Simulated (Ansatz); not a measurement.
GeH₄P (charge -1), SMILES [PH2][GeH2-], an active-space calculation

With the Python package of Ansatz (0.2.0).

The cells in order, each with its output:

```python
import ansatz
```

```python
GEOMETRY = """
P    -1.20460   -0.26820    0.60800
Ge    1.03870    0.11380    0.40130
H    -1.56050    1.11710    0.35350
H    -1.35880   -0.67640   -0.77760
H     1.78370   -1.24080    0.28890
H     1.30140    0.95450   -0.87410
"""
```

```python
geh4p = ansatz.Crystal.molecule()
for line in GEOMETRY.strip().splitlines():
    symbol, *xyz = line.split()
    geh4p = geh4p.atom(symbol, [float(v) for v in xyz])
```

```python
model = (
    geh4p.calculation()
    .basis(gaussian="def2-SVP")  # atom-centred Gaussian functions
    .charge(-1)  # electrons removed from the neutral system
    .correlation(active_electrons=4, active_orbitals=5)
)
for method in ["sc_nevpt2"]:
    data = (model if method is None else model.correlation(method)).run(threads=1, pin="off").report
    space = data["configurations"]
    state = space["states"][0]
    print(method or "casscf", f"total {data['free_energy_ev'] / 27.211386246:.6f} Ha, active-space state {state['energy']['hartree']:.6f} Ha, mean field {data['reference_energy_ev'] / 27.211386246:.6f} Ha")
    print("  determinants", state["n_determinants"], " natural occupations", [round(n, 3) for n in space["natural_occupations"]])
print("effectively unpaired electrons, sum of min(n, 2 - n):", round(sum(min(n, 2 - n) for n in space["natural_occupations"]), 3))
```

    RunWarning: the results are in doubt because another end's mean lies 0.230 eV lower, and its corrected mean 0.005 eV higher
    sc_nevpt2 total -2418.389228 Ha, active-space state -2418.053412 Ha, mean field -2418.025183 Ha
      determinants 100  natural occupations [1.98, 1.972, 0.022, 0.02, 0.006]
    effectively unpaired electrons, sum of min(n, 2 - n): 0.097

Notes:
- Total energies depend on the basis set; only differences at equal settings carry meaning.
- Warnings are shown shortened and without file and line.
- The geometry is a force-field or estimated start, not a minimum of this method, and the basis set is short of its limit. The active space starts as a window about the frontier orbitals and is then optimised, not chosen by chemistry.
- A lower CASSCF solution was found and passed over, so the printed active-space state isn't the lowest.
- Anions want diffuse functions, which this basis lacks.
- Timing: 22 s on 1 thread of Arm Neoverse V2, on a shared host, peak memory 0.22 GiB.

(Lines on the test bed's own set-up are left out of the output.)
